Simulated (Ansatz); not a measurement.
Run this with the Python package of Ansatz (0.2.0) and show what comes out.

Script `h2kn_adiabatic.py`:
```python
"""How H2KN relaxes after losing an electron."""

import itertools

import ansatz as az
from ase.data import atomic_numbers, covalent_radii
import numpy as np

BASIS = "def2-TZVP"
FUNCTIONAL = "pbe0"
NET_CHARGE = 1

GEOMETRY = """
N    -0.22710   -0.24000   -0.42770
K     1.67450   -0.29920    1.09840
H    -1.16200   -0.30680    0.13760
H    -0.22990    0.78580   -0.82860
"""


def main() -> None:
    geometry = az.Crystal.molecule()
    for line in GEOMETRY.strip().splitlines():
        symbol, *xyz = line.split()
        geometry = geometry.atom(symbol, [float(v) for v in xyz])

    job = (
        geometry.calculation()
        .basis(gaussian=BASIS)
        .functional(FUNCTIONAL)
    )
    symbols = [site.symbol for site in geometry.cartesian_sites]
    start = np.array([site.position_ang for site in geometry.cartesian_sites], dtype=float)
    data = job.relax(force_tolerance=0.01, max_steps=100).run(threads=1, backend="cpu").report
    end = np.array(data["positions_ang"])

    minimum = az.Crystal.molecule()
    for symbol, place in zip(symbols, end):
        minimum = minimum.atom(symbol, place.tolist())
    ion = (
        minimum.calculation()
        .basis(gaussian=BASIS)
        .functional(FUNCTIONAL)
        .charge(NET_CHARGE)
        .spin("collinear", total=1)
    )
    vertical = ion.run(threads=1, backend="cpu").report
    settled = ion.relax(force_tolerance=0.01, max_steps=80).run(threads=1, backend="cpu").report
    print(f"vertical ionisation energy   {vertical['free_energy_ev'] - data['free_energy_ev']:.3f} eV")
    print(f"adiabatic, no zero point     {settled['free_energy_ev'] - data['free_energy_ev']:.3f} eV")
    print(f"relaxation energy of the ion {vertical['free_energy_ev'] - settled['free_energy_ev']:.3f} eV")
    ionised = np.array(settled["positions_ang"])
    # pairs closer than 1.2 times the sum of covalent radii, before or after
    radius = [covalent_radii[atomic_numbers[s]] for s in symbols]
    span = lambda where, i, j: np.linalg.norm(where[i] - where[j])
    bonded = [(i, j) for i, j in itertools.combinations(range(len(symbols)), 2) if min(span(end, i, j), span(ionised, i, j)) < 1.2 * (radius[i] + radius[j])]
    print("pair        before    after (A)")
    for i, j in bonded:
        print(f"{symbols[i]}{i}-{symbols[j]}{j}".ljust(10), f"{span(end, i, j):8.4f} {span(ionised, i, j):8.4f}")


if __name__ == "__main__":
    main()
```

```console
$ python h2kn_adiabatic.py
vertical ionisation energy   5.791 eV
adiabatic, no zero point     5.547 eV
relaxation energy of the ion 0.244 eV
pair        before    after (A)
N0-K1        2.3861   2.7721
N0-H2        1.0177   1.0247
N0-H3        1.0176   1.0247
```

The energies are electronic: no zero-point or thermal terms, and the basis set is short of its limit. The product may relax into another structure. Each relaxation finds its nearest minimum, which needn't be the lowest. Finished in 34 s on 1 thread of Arm Neoverse V1 (shared host), peak memory 0.23 GiB.
